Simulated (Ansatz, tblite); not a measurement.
# The cluster Si₁₉AsH₃₂−: a ladder of methods and basis sets

An exercise on one series of results from a longer session: the logs are not shown, and one member is left open.

Computed with Ansatz 0.2.0, Gaussian basis. Level: as each input shows.

The runs, in order: GFN2-xTB, PBE-D4/def2-SVP, r2SCAN-D4/def2-SVP, B3LYP-D4/def2-SVP, PBE-QIDH/def2-SVP, B97M-V/def2-SVP, PBE0-D4/def2-TZVP, PBE-D4/def2-TZVP, HF/STO-3G, HF/6-31G, B3LYP-D4/6-31G, MP2/def2-SVP, RPA/def2-SVP.

## The structure

The geometry is that of the singlet, from an earlier relaxation (PBE-D4/def2-SVP).

52 atoms, charge -1, spin multiplicity 1.

Bond lengths: Si1–Si12 2.342 Å, Si1–Si13 2.354 Å, Si1–H21 1.513 Å, Si1–H22 1.512 Å, Si2–Si11 2.357 Å, Si2–Si15 2.361 Å, Si2–H23 1.514 Å, Si2–H24 1.507 Å, Si3–Si14 2.345 Å, Si3–Si15 2.356 Å, Si3–Si16 2.362 Å, Si3–H25 1.514 Å, As4–Si11 2.404 Å, As4–Si12 2.375 Å, As4–Si14 2.381 Å, Si5–Si6 2.362 Å, Si5–Si13 2.368 Å, Si5–H26 1.533 Å and more. Angles: Si12–Si1–Si13 111.2°, Si12–Si1–H21 113.5°, Si12–Si1–H22 105.6°, Si13–Si1–H21 108.4°, Si13–Si1–H22 111.3°, H21–Si1–H22 106.8°, Si11–Si2–Si15 111.9°, Si11–Si2–H23 110.9°, Si11–Si2–H24 109.1°, Si15–Si2–H23 108.3°, Si15–Si2–H24 109.5°, H23–Si2–H24 107.0°, Si14–Si3–Si15 105.2°, Si14–Si3–Si16 107.1°, Si14–Si3–H25 113.1°, Si15–Si3–Si16 115.6°, Si15–Si3–H25 107.0°, Si16–Si3–H25 109.0° and more.

The ion is computed in the gas phase, without counter-ions or solvent.

PBE0-D4/def2-SVP was run before; its log isn't repeated, and its numbers join the tables.

Set-up of the first run:

Tight binding, by tblite at 300 K electronic temperature and without a spin-polarisation term:

```python
tblite.interface.Calculator('GFN2-xTB', numbers, positions, charge=-1, uhf=0).singlepoint()
```

start.molden holds the orbitals of an earlier run on this state, given as this run's starting guess.

The input, in.yaml:

```yaml
crystal:
  periodic: [false, false, false]
  atoms:
    - {symbol: Si, position_ang: [-3.931019, 1.613861, -0.350058]}
    - {symbol: Si, position_ang: [-2.349944, -4.279384, 1.562916]}
    - {symbol: Si, position_ang: [0.961942, -3.514335, -0.471769]}
    - {symbol: As, position_ang: [-1.646048, -1.087163, -0.440088]}
    - {symbol: Si, position_ang: [-0.649772, 1.527625, 2.132536]}
    - {symbol: Si, position_ang: [0.325074, -0.623056, 2.195907]}
    - {symbol: Si, position_ang: [0.636304, 1.578899, -0.908087]}
    - {symbol: Si, position_ang: [-1.490307, 4.426969, -0.598851]}
    - {symbol: Si, position_ang: [3.436753, -0.779450, -0.691473]}
    - {symbol: Si, position_ang: [3.589809, 2.065505, 1.723543]}
    - {symbol: Si, position_ang: [-3.329870, -2.717632, 0.094463]}
    - {symbol: Si, position_ang: [-3.006787, 0.158909, -1.934896]}
    - {symbol: Si, position_ang: [-2.249887, 2.727164, 0.865228]}
    - {symbol: Si, position_ang: [-0.554037, -2.543486, -1.975220]}
    - {symbol: Si, position_ang: [-0.295991, -5.099315, 0.735355]}
    - {symbol: Si, position_ang: [1.891426, -1.760330, 0.808552]}
    - {symbol: Si, position_ang: [-0.143796, 3.372015, -2.228501]}
    - {symbol: Si, position_ang: [2.334878, 0.628641, -2.234637]}
    - {symbol: Si, position_ang: [2.185790, 3.074394, 0.115308]}
    - {symbol: Si, position_ang: [4.932148, 0.500692, 0.595150]}
    - {symbol: H, position_ang: [-4.852405, 2.652899, -0.950653]}
    - {symbol: H, position_ang: [-4.779045, 0.745458, 0.552298]}
    - {symbol: H, position_ang: [-3.272715, -5.457685, 1.793531]}
    - {symbol: H, position_ang: [-2.128471, -3.624933, 2.902520]}
    - {symbol: H, position_ang: [2.079840, -4.269004, -1.159860]}
    - {symbol: H, position_ang: [-1.343777, 1.439678, 3.496579]}
    - {symbol: H, position_ang: [0.458279, 2.517484, 2.396992]}
    - {symbol: H, position_ang: [-0.717955, -1.652873, 2.568594]}
    - {symbol: H, position_ang: [1.123002, -0.464886, 3.481492]}
    - {symbol: H, position_ang: [-2.747195, 5.095880, -1.120768]}
    - {symbol: H, position_ang: [-0.755750, 5.483801, 0.190362]}
    - {symbol: H, position_ang: [4.169034, -1.968481, -1.286656]}
    - {symbol: H, position_ang: [2.827435, 1.294036, 2.774896]}
    - {symbol: H, position_ang: [4.457413, 3.063563, 2.463399]}
    - {symbol: H, position_ang: [-3.915102, -3.446148, -1.094563]}
    - {symbol: H, position_ang: [-4.472662, -2.033108, 0.807208]}
    - {symbol: H, position_ang: [-4.040985, -0.689270, -2.642206]}
    - {symbol: H, position_ang: [-2.153732, 0.837211, -2.969900]}
    - {symbol: H, position_ang: [-3.060693, 3.428648, 1.947887]}
    - {symbol: H, position_ang: [-1.482027, -3.545338, -2.625487]}
    - {symbol: H, position_ang: [0.109606, -1.734733, -3.056144]}
    - {symbol: H, position_ang: [-0.628036, -6.240511, -0.203650]}
    - {symbol: H, position_ang: [0.499752, -5.697989, 1.873686]}
    - {symbol: H, position_ang: [2.725325, -2.493149, 1.846258]}
    - {symbol: H, position_ang: [-1.070292, 2.980626, -3.362872]}
    - {symbol: H, position_ang: [0.813372, 4.392060, -2.819052]}
    - {symbol: H, position_ang: [1.836616, -0.245844, -3.366577]}
    - {symbol: H, position_ang: [3.402936, 1.515863, -2.849905]}
    - {symbol: H, position_ang: [1.503350, 4.231961, 0.814595]}
    - {symbol: H, position_ang: [3.172516, 3.728698, -0.837584]}
    - {symbol: H, position_ang: [5.734824, -0.370068, 1.540867]}
    - {symbol: H, position_ang: [5.925676, 1.204731, -0.304665]}
basis:
  gaussian: {orbitals: def2-SVP, fitting: {mean_field: def2-universal-jkfit}, initial_orbitals: start.molden}
total_charge: -1
hamiltonian: {xc: pbe, dispersion: d4}
scf: {omitted_lower_state_checks: [starts]}
output: {orbitals: {seedname: orbitals}}
```

Started as:

```bash
ansatz run in.yaml --threads 2 --pin off --events-out ev --progress --plain --max-ram 31744MiB --backend cuda --devices 0, --max-vram 18GiB
```

Among the steps run: PBE-D4/def2-SVP; r2SCAN-D4/def2-SVP; B3LYP-D4/def2-SVP; PBE-QIDH/def2-SVP; B97M-V/def2-SVP; PBE0-D4/def2-TZVP; PBE-D4/def2-TZVP; HF/STO-3G; HF/6-31G; B3LYP-D4/6-31G; MP2/def2-SVP; RPA/def2-SVP.

One table of the session follows, with a row left open; its other results are not shown here.

| level | HOMO (eV) | LUMO (eV) | gap (eV) |
| --- | --- | --- | --- |
| HF/STO-3G | -0.30 | 10.47 | 10.77 |
| HF/6-31G | -4.34 | 4.46 | 8.80 |
| PBE-D4/def2-SVP | -1.95 | 0.74 | 2.69 |
| PBE-D4/def2-TZVP | -2.07 | 0.53 | 2.60 |
| r2SCAN-D4/def2-SVP | -2.11 | 0.83 | 2.94 |
| B97M-V/def2-SVP | ? | ? | ? |
| B3LYP-D4/6-31G | -2.26 | 1.62 | 3.88 |
| B3LYP-D4/def2-SVP | -2.55 | 1.38 | 3.93 |
| PBE0-D4/def2-SVP | -2.75 | 1.40 | 4.15 |
| PBE0-D4/def2-TZVP | -2.81 | 1.23 | 4.04 |

Estimate the missing values for B97M-V/def2-SVP.

As computed: HOMO (eV): -2.29; LUMO (eV): 0.66; gap (eV): 2.96. In the column «HOMO (eV)» it lies between B3LYP-D4/def2-SVP (-2.55) and B3LYP-D4/6-31G (-2.26).
